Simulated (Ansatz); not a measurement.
## Tl(OH) in a box, plane waves

Ansatz 0.2.0, DFT PBE, spin-orbit coupling, plane waves, PAW, molecule in a box. The geometry was relaxed with Gaussian bases (PBE0; Tl def2-SVP with ECP60, O def2-SVP, H def2-SVP).

```yaml
crystal:
  lattice:
    - [9.73, 0.0, 0.0]
    - [0.0, 9.0, 0.0]
    - [0.0, 0.0, 11.74]
  atoms:
    - { symbol: Tl, position: [0.49711202, 0.5, 0.38330494] }
    - { symbol: O, position: [0.46248715, 0.5, 0.56284583] }
    - { symbol: H, position: [0.53712127, 0.5, 0.61685434] }
basis:
  ecutwfc: 420
  ecutrho_ratio: 4
kpoints:
  mp_grid: { grid: [1, 1, 1] }
hamiltonian:
  xc: pbe
scf:
  occupations: { method: gaussian, width: 0.01 }
output:
  forces: true
  eigenvalues: true
  populations: true
  write_density: true
  write_potential: true
  elf: true
  volumetric_format: npy
magnetization:
  noncollinear: true
  spin_orbit: true
```

Command:
```sh
ansatz run input.yaml --threads 2 --pin off --max-ram 5120MiB --backend cpu --events-out ev --progress --plain --runs-dir out
```
It took 7.1 s on 2 threads of Arm Neoverse V1, on a shared host, peak memory 1.2 GiB.

Problem. How does the SCF go?

Solution. 
```
SCF iter   1: F=—  HF=-12065.591161 eV  |F-HF|=—  |Δ(HF+E_count)|=         —  Δρ=2.85e-2
preconditioner: auto → Resta (q_TF=auto, 1.415 Å⁻¹)  ε∞=1.2  [insulator: Δε(μ)=5.558 eV  Ē_g=12.011 eV  σ=0.010 eV  W_gap=1.00  n_
spin=Noncollinear: Resta preconditioning applied to the charge; magnetization (m_x, m_y, m_z) channels mix plain (no charge-respon
SCF iter   2: F=—  HF=-12062.385295 eV  |F-HF|=—  |Δ(HF+E_count)|=    3.21e0  Δρ=9.18e-3
SCF iter   3: F=—  HF=-12062.231531 eV  |F-HF|=—  |Δ(HF+E_count)|=   1.54e-1  Δρ=6.13e-3
...
SCF iter   5: F=—  HF=-12062.163048 eV  |F-HF|=—  |Δ(HF+E_count)|=   2.17e-3  Δρ=1.96e-4
SCF iter   6: F=—  HF=-12062.163008 eV  |F-HF|=—  |Δ(HF+E_count)|=   4.07e-5  Δρ=6.52e-5
SCF iter   7: F=—  HF=-12062.163041 eV  |F-HF|=—  |Δ(HF+E_count)|=   3.36e-5  Δρ=1.60e-5
SCF iter   8: F=—  HF=-12062.163041 eV  |F-HF|=—  |Δ(HF+E_count)|=   4.27e-7  Δρ=3.58e-6
SCF iter   9: F=-12062.163041 eV  HF=-12062.163041 eV  |F-HF|=3.04e-8  |Δ(HF+E_count)|=   6.89e-9  Δρ=1.41e-6
```

Problem. Which levels lie next to the highest filled one (eV, counted from it)?

Solution. Filled: -8.59, -8.59, -5.00, -5.00, -2.62, -2.62, -0.23, -0.23, 0.00, 0.00. Empty: 3.32, 3.32, 4.07, 4.07, 5.05, 5.05, 5.22, 5.22.

Problem. What forces are left at this geometry, relaxed with Gaussian bases (eV/Å)?

Solution. 
```
Tl   0.06  0.00 -0.20
O   -0.33  0.00  0.03
H    0.27  0.00  0.17
```

The highest of the empty levels listed lie near the vacuum level and may be states of the box.

The forces come from the other functional as well as from the basis.
